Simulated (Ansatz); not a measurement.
# CH5NSSn: the cost of one run

Computed with the Python package of Ansatz 0.2.0. Level of theory: r2SCAN+D3(BJ)/def2-SVP.

### Step 1. The system

Bond lengths: C1–S2 1.753 Å, S2–Sn3 2.412 Å, Sn3–N4 2.011 Å, C1–H5 1.131 Å, C1–H6 1.159 Å, C1–H7 1.098 Å, N4–H8 1.050 Å, N4–H9 1.093 Å. Angles: C1–S2–Sn3 92.4°, S2–C1–H5 111.8°, S2–C1–H6 112.6°, S2–C1–H7 113.2°, H5–C1–H6 104.3°, H5–C1–H7 107.0°, H6–C1–H7 107.4°, S2–Sn3–N4 112.5°, Sn3–N4–H8 106.4°, Sn3–N4–H9 103.1°, H8–N4–H9 102.3°.

No structure file is read: the coordinates are typed or built in the script.

### Step 2. The script

Input file ch5nssn.py:

```python
"""Relax the CH5NSSn molecule."""

import itertools

import ansatz
from ase.data import atomic_numbers, covalent_radii
import numpy as np

params = {
    "basis_set": "def2-SVP",
    "functional": "r2SCAN",
    "dispersion": "d3bj",
}


def main() -> None:
    mol = (
        ansatz.Crystal.molecule()
        .atom("C", (-0.9199, 0.5908, 0.9623))
        .atom("S", (0.4017, -0.1837, 1.8143))
        .atom("Sn", (1.9003, 0.0837, -0.0572))
        .atom("N", (1.2455, -0.8617, -1.7066))
        .atom("H", (-1.8446, 0.6743, 1.6088))
        .atom("H", (-0.6784, 1.6843, 0.6645))
        .atom("H", (-1.2153, 0.0598, 0.0478))
        .atom("H", (0.8604, -1.7848, -1.386))
        .atom("H", (0.3389, -0.309, -1.9649))
    )

    base = (
        mol.calculation()
        .basis(gaussian=params["basis_set"])
        .functional(params["functional"], dispersion=params["dispersion"])
    )
    symbols = [site.symbol for site in mol.cartesian_sites]
    start = np.array([site.position_ang for site in mol.cartesian_sites], dtype=float)
    def progress(event):
        if event["event"] == "relax_step":
            row = event["data"]
            print(f"step {row['step']:3d}  E = {row['lagrangian_ev']:.6f} eV  largest force component {row['allowed_force_max_ev_ang']:.4f} eV/A")


    rep = base.relax(force_tolerance=0.02).session().plan().execute(on_event=progress).report
    end = np.array(rep["positions_ang"])

    print(f"E = {rep['free_energy_ev']:.6f} eV = {rep['free_energy_ev'] / 27.211386246:.7f} Ha")
    print("converged:", rep["converged"], " doubts:", rep["published_state_doubts"] or "none")

    # pairs closer than 1.2 times the sum of covalent radii, before or after
    radius = [covalent_radii[atomic_numbers[s]] for s in symbols]
    span = lambda where, i, j: np.linalg.norm(where[i] - where[j])
    bonded = [(i, j) for i, j in itertools.combinations(range(len(symbols)), 2) if min(span(start, i, j), span(end, i, j)) < 1.2 * (radius[i] + radius[j])]
    print("pair        before    after (A)")
    for i, j in bonded:
        print(f"{symbols[i]}{i}-{symbols[j]}{j}".ljust(10), f"{span(start, i, j):8.4f} {span(end, i, j):8.4f}")

    charges = rep["charge_distribution"]
    dipole = np.array(charges["dipole_moment_e_ang"]) * 4.803205
    print("dipole (D): {:.3f} {:.3f} {:.3f}, length {:.3f}".format(*dipole, np.linalg.norm(dipole)))
    print("atom  Mulliken   Lowdin")
    for symbol, m, l in zip(symbols, charges["mulliken_charges_e"], charges["lowdin_charges_e"]):
        print(f"{symbol:4s} {m:9.3f} {l:8.3f}")


if __name__ == "__main__":
    main()
```

### Step 3. The input behind the calls

The engine receives this input:

```yaml
crystal:
  periodic: [false, false, false]
  atoms:
    - { symbol: C, position_ang: [-0.9199, 0.5908, 0.9623] }
    - { symbol: S, position_ang: [0.4017, -0.1837, 1.8143] }
    - { symbol: Sn, position_ang: [1.9003, 0.0837, -0.0572] }
    - { symbol: "N", position_ang: [1.2455, -0.8617, -1.7066] }
    - { symbol: H, position_ang: [-1.8446, 0.6743, 1.6088] }
    - { symbol: H, position_ang: [-0.6784, 1.6843, 0.6645] }
    - { symbol: H, position_ang: [-1.2153, 0.0598, 0.0478] }
    - { symbol: H, position_ang: [0.8604, -1.7848, -1.386] }
    - { symbol: H, position_ang: [0.3389, -0.309, -1.9649] }
basis:
  gaussian:
    orbitals: def2-SVP
hamiltonian:
  xc: r2scan
  dispersion: d3bj
relax:
  f_tol: 0.02
```

### Step 4. The run

Launch:

```
python ch5nssn.py
```

Q: Estimate wall time and peak memory on 1 thread of Intel Xeon 6975P-C (Granite Rapids), shared host.

About 94 s, with a peak of 0.25 GiB.
